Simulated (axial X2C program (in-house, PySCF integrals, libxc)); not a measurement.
**Linear ClTeCl⁻ at several levels**

An exercise on one series of results from a longer session: the logs are not shown, and one member is left open.

Program: an in-house X2C program for linear molecules on PySCF integrals. Level of theory: all-electron X2C, two-component (2c) or spin-free, Cl dyall-av3z, Te dyall-v3z. These are calculated values, not measurements.

All values are calculated.

2 further runs of the same task are left out: 2 set aside as unsound or not needed.

The first run:

task.json

```json
{"zs": [17, 52, 17], "q": -1, "bas": ["dyall-av3z", "dyall-v3z", "dyall-av3z"], "r0": [2.35, 2.35], "symm": 1, "scan": ["PBE0", "HF", "PBE"], "levels": ["PBE0", "HF", "B3LYP"], "nst": 2}
```

Keys: zs atomic numbers; q charge; bas basis sets; r0 starting distance in Å; symm equal bonds; scan levels of the two-bond scan (MP2 follows by itself at each HF point); levels methods; nst determinants followed.

Command:

```
$ python solin.py task.json out
```

Masses Cl 34.969, Te 129.906, Cl 34.969 u.

Steps of the session up to this table: Scan at PBE0, 2c; Scan at HF, 2c; Scan at PBE, 2c.

One of the session's tables, all rows but one given; the rest of the session is left out.

| level | r(Cl–Te) (Å) | r(Te–Cl) (Å) | lower stretch (cm⁻¹) | upper stretch (cm⁻¹) |
| --- | --- | --- | --- | --- |
| PBE0, 2c | 2.589 | 2.589 | 222.9 | 244.3 |
| HF, 2c | 2.633 | 2.633 | 172.7 | 241.7 |
| PBE, 2c | 2.617 | 2.617 | 219.3 | 234.1 |
| MP2, 2c | 2.576 | 2.576 | 226.9 | 253.6 |
| PBE0, spin-free | ? | ? | ? | ? |
| HF, spin-free | 2.622 | 2.622 | 175.0 | 247.4 |
| PBE, spin-free | 2.607 | 2.607 | 221.2 | 238.1 |
| MP2, spin-free | 2.568 | 2.568 | 228.8 | 256.2 |

Q: Estimate the row for PBE0, spin-free from the others.

**Answer.** r(Cl–Te) (Å): 2.580; r(Te–Cl) (Å): 2.580; lower stretch (cm⁻¹): 224.8; upper stretch (cm⁻¹): 248.2. In the column «r(Cl–Te) (Å)» it lies between MP2, 2c (2.576) and PBE0, 2c (2.589).

Scans not shown above were run alike.

Caveats from the session: For an anion the highest level of a functional can be positive, and the basis then holds the extra electron. The molecule was held linear; bending was not examined, so a bent shape may lie lower. Note: functional without a current term on a determinant with orbital currents, of the molecule or an atom.
